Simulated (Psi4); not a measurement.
# CAM-B3LYP/def2-TZVP (density fitting) run of C6H10O2 (methylacetylacetone)

Aim: the vertical ionisation energy of C6H10O2 (methylacetylacetone) at CAM-B3LYP/def2-TZVP (density fitting), from 2 runs. 

The calculation is run with Psi4 1.11.

**1. The structure to begin with**

C6H10O2 has 18 atoms, charge 0, and is taken as a singlet. SMILES: `CC(=O)C(C)C(C)=O`. The shape is that of a PBE0-D4/def2-TZVP optimisation. This is one conformer, not always the lowest.

Some bond lengths: C1–C2 1.500 Å, C2–O3 1.206 Å, C2–C4 1.531 Å, C4–C5 1.518 Å, C4–C6 1.531 Å, C6–C7 1.498 Å, C6–O8 1.205 Å, C1–H9 1.093 Å, C1–H10 1.088 Å, C1–H11 1.093 Å, C4–H12 1.093 Å, C5–H13 1.092 Å, C5–H14 1.092 Å, C5–H15 1.090 Å, C7–H16 1.088 Å, C7–H17 1.093 Å. Some angles: C1–C2–O3 122.5°, C1–C2–C4 117.2°, O3–C2–C4 120.2°, C2–C4–C5 114.5°, C2–C4–C6 105.2°, C5–C4–C6 111.7°, C4–C6–C7 115.8°, C4–C6–O8 121.0°, C7–C6–O8 123.2°, C2–C1–H9 110.2°.

**2. The energy at CAM-B3LYP/def2-TZVP (density fitting)**

Contents of run.py:

```python
import psi4

psi4.set_memory('2200 MB')
psi4.set_num_threads(1)
psi4.set_output_file('psi4.out', False)

mol = psi4.geometry("""
C
C 1 1.499809
O 2 1.205764 1 122.50589
C 2 1.530568 3 120.23823 1 -177.471
C 4 1.517849 2 114.50628 3 -146.17747
C 4 1.531245 5 111.70986 2 119.43984
C 6 1.498006 4 115.82704 5 150.67557
O 6 1.205001 7 123.15475 4 -178.53193
H 1 1.093298 2 110.24328 3 -129.47777
H 1 1.088052 9 110.66429 2 -121.41852
H 1 1.09335 10 109.46112 9 117.46089
H 4 1.092573 5 111.67435 6 121.20975
H 5 1.091523 4 110.07564 12 55.23562
H 5 1.091804 13 107.96522 4 121.43684
H 5 1.089544 13 107.36589 14 117.50006
H 7 1.088385 6 110.47583 8 -10.08764
H 7 1.093043 16 111.04093 6 122.55934
H 7 1.094668 16 109.43739 17 117.56615
symmetry c1
""")

options = {'puream': True, 'e_convergence': 1e-09, 'd_convergence': 1e-08, 'scf_type': 'df', 'dft_radial_points': 99, 'dft_spherical_points': 590}
psi4.set_options(options)

energy_value, wavefunction = psi4.energy("cam-b3lyp/def2-TZVP", molecule=mol, return_wfn=True)
psi4.oeprop(wavefunction, "MAYER_INDICES", "QUADRUPOLE", "WIBERG_LOWDIN_INDICES", title="CAM-B3LYP")
print(f'cam-b3lyp/def2-TZVP energy: {energy_value:.10f} Eh')
```

Command:

```console
python run.py
```

psi4.out:

```text
[...]
  Running in c1 symmetry.
[...]
  Nuclear repulsion =  383.779181493293436
[...]
  Multiplicity = 1
[...]
  Nalpha       = 31
  Nbeta        = 31
[...]
    Number of basis functions: 308
[...]
   @DF-RKS iter   1:  -384.55840859598948   -3.42858e-01   3.54163e-03 ADIIS/DIIS
[...]
   @DF-RKS iter  13:  -385.07585446032635   -6.18456e-11   7.65096e-09 DIIS
[...]
    Orbital Energies [Eh]
    ---------------------
    Doubly Occupied:
       1A    -19.201642     2A    -19.200448     3A    -10.350604
       4A    -10.350178     5A    -10.271769     6A    -10.254074
       7A    -10.253280     8A    -10.250666     9A     -1.146587
      10A     -1.139863    11A     -0.905164    12A     -0.843201
      13A     -0.822459    14A     -0.747586    15A     -0.645606
      16A     -0.600597    17A     -0.570721    18A     -0.560303
      19A     -0.541536    20A     -0.517906    21A     -0.514239
      22A     -0.506236    23A     -0.488193    24A     -0.473568
      25A     -0.459519    26A     -0.449809    27A     -0.441032
      28A     -0.433423    29A     -0.427330    30A     -0.338040
      31A     -0.320586
[...]
  @DF-RKS Final Energy:  -385.07585446032635
   => Energetics <=
    Nuclear Repulsion Energy =            383.7791814932934358
    One-Electron Energy =               -1283.1839182543685638
    Two-Electron Energy =                 553.1092156379105518
    DFT Exchange-Correlation Energy =     -38.7803333371617072
    Empirical Dispersion Energy =           0.0000000000000000
    VV10 Nonlocal Energy =                  0.0000000000000000
    Total Energy =                       -385.0758544603262976
[...]
 Multipole Moments:
 ------------------------------------------------------------------------------------
     Multipole            Electronic (a.u.)      Nuclear  (a.u.)        Total (a.u.)
 ------------------------------------------------------------------------------------
 L = 1.  Multiply by 2.5417464519 to convert [e a0] to [Debye]
 Dipole X            :          1.8104043           -2.2802953           -0.4698911
 Dipole Y            :         -1.9205071            2.2736650            0.3531579
 Dipole Z            :          0.8182665           -0.6881628            0.1301037
 Magnitude           :                                                    0.6020341
 L = 2.  Multiply by 1.3450342976 to convert [e a0^2] to [Debye ang]
 Quadrupole XX       :       -329.1144960          292.2266898          -36.8878062
 Quadrupole XY       :        -74.8719596           71.0132048           -3.8587548
[...]
```

Standard output:

```text
cam-b3lyp/def2-TZVP energy: -385.0758544603 Eh
```

It took 2.1 min on 1 thread of Intel Xeon 6975P-C (Granite Rapids), shared host; peak memory 1.8 GiB.

**3. The doublet cation**

Contents of calc.inp:

```
memory 2200 MB

molecule geom {
  1 2
  C
  C 1 1.499809
  O 2 1.205764 1 122.50589
  C 2 1.530568 3 120.23823 1 -177.471
  C 4 1.517849 2 114.50628 3 -146.17747
  C 4 1.531245 5 111.70986 2 119.43984
  C 6 1.498006 4 115.82704 5 150.67557
  O 6 1.205001 7 123.15475 4 -178.53193
  H 1 1.093298 2 110.24328 3 -129.47777
  H 1 1.088052 9 110.66429 2 -121.41852
  H 1 1.09335 10 109.46112 9 117.46089
  H 4 1.092573 5 111.67435 6 121.20975
  H 5 1.091523 4 110.07564 12 55.23562
  H 5 1.091804 13 107.96522 4 121.43684
  H 5 1.089544 13 107.36589 14 117.50006
  H 7 1.088385 6 110.47583 8 -10.08764
  H 7 1.093043 16 111.04093 6 122.55934
  H 7 1.094668 16 109.43739 17 117.56615
  units angstrom
  symmetry c1
  no_reorient
  no_com
}

set basis def2-TZVP
set reference uks
set puream true
set e_convergence 1e-09
set d_convergence 1e-08
set scf_type df
set dft_radial_points 99
set dft_spherical_points 590
set maxiter 100

e_tot, wfn = energy("cam-b3lyp", return_wfn=True)
oeprop(wfn, "LOWDIN_CHARGES", "WIBERG_LOWDIN_INDICES", "DIPOLE")
```

Command:

```console
psi4 -n 1 calc.inp calc.out
```

calc.out:

```text
[...]
  Running in c1 symmetry.
[...]
  Nuclear repulsion =  383.779181493293436
[...]
  Multiplicity = 2
[...]
  Nalpha       = 31
  Nbeta        = 30
[...]
    Number of basis functions: 308
[...]
   @DF-UKS iter   1:  -384.36292702281997   -1.47376e-01   2.96779e-03 DIIS/ADIIS
[...]
   @DF-UKS iter  22:  -384.72715157193795   -1.15392e-11   9.37366e-09 DIIS
[...]
   @S^2 Observed:                7.730565806E-01
[...]
    Orbital Energies [Eh]
    ---------------------
    Alpha Occupied:
       1A    -19.479424     2A    -19.458923     3A    -10.585137
       4A    -10.574206     5A    -10.506327     6A    -10.451281
       7A    -10.443153     8A    -10.429994     9A     -1.402912
      10A     -1.384989    11A     -1.125084    12A     -1.044113
      13A     -1.019366    14A     -0.943596    15A     -0.868176
      16A     -0.815131    17A     -0.786995    18A     -0.783050
      19A     -0.758296    20A     -0.744251    21A     -0.721106
      22A     -0.710243    23A     -0.681002    24A     -0.661327
      25A     -0.659319    26A     -0.654159    27A     -0.643739
      28A     -0.635275    29A     -0.627956    30A     -0.584758
      31A     -0.568050
[...]
  @DF-UKS Final Energy:  -384.72715157193795
   => Energetics <=
    Nuclear Repulsion Energy =            383.7791814932934358
    One-Electron Energy =               -1270.0666422734254866
    Two-Electron Energy =                 540.1009985865182443
    DFT Exchange-Correlation Energy =     -38.5406893783241671
    Empirical Dispersion Energy =           0.0000000000000000
    VV10 Nonlocal Energy =                  0.0000000000000000
    Total Energy =                       -384.7271515719379522
[...]
 Multipole Moments:
 ------------------------------------------------------------------------------------
     Multipole            Electronic (a.u.)      Nuclear  (a.u.)        Total (a.u.)
 ------------------------------------------------------------------------------------
 L = 1.  Multiply by 2.5417464519 to convert [e a0] to [Debye]
 Dipole X            :          1.8218392           -2.2802953           -0.4584562
 Dipole Y            :         -2.1657070            2.2736650            0.1079580
 Dipole Z            :          0.8255505           -0.6881628            0.1373877
 Magnitude           :                                                    0.4906245
[...]
```

Wall time 5.3 min (1 thread of Intel Xeon 6975P-C (Granite Rapids), shared host); peak memory 1.8 GiB.

**4. Summary of results**

At CAM-B3LYP/def2-TZVP (density fitting):

```
                                          quantity          value
                     singlet C6H10O2: total energy  -385.07585 Eh
                    singlet C6H10O2: dipole moment         1.53 D
                      singlet C6H10O2: HOMO energy       -8.72 eV
                      singlet C6H10O2: LUMO energy       -0.09 eV
                    singlet C6H10O2: HOMO–LUMO gap        8.63 eV
                      doublet cation: total energy  -384.72715 Eh
doublet cation: HOMO energy (highest over α and β)      -13.96 eV
 doublet cation: LUMO energy (lowest over α and β)      -10.25 eV
                              doublet cation: ⟨S²⟩          0.773
vertical ionisation energy (to the doublet cation)       9.489 eV
```

What this shows: Removing an electron at fixed nuclei costs 9.49 eV (219 kcal/mol). The negative HOMO energy of the first species, 8.72 eV, lies 0.77 eV below that difference.
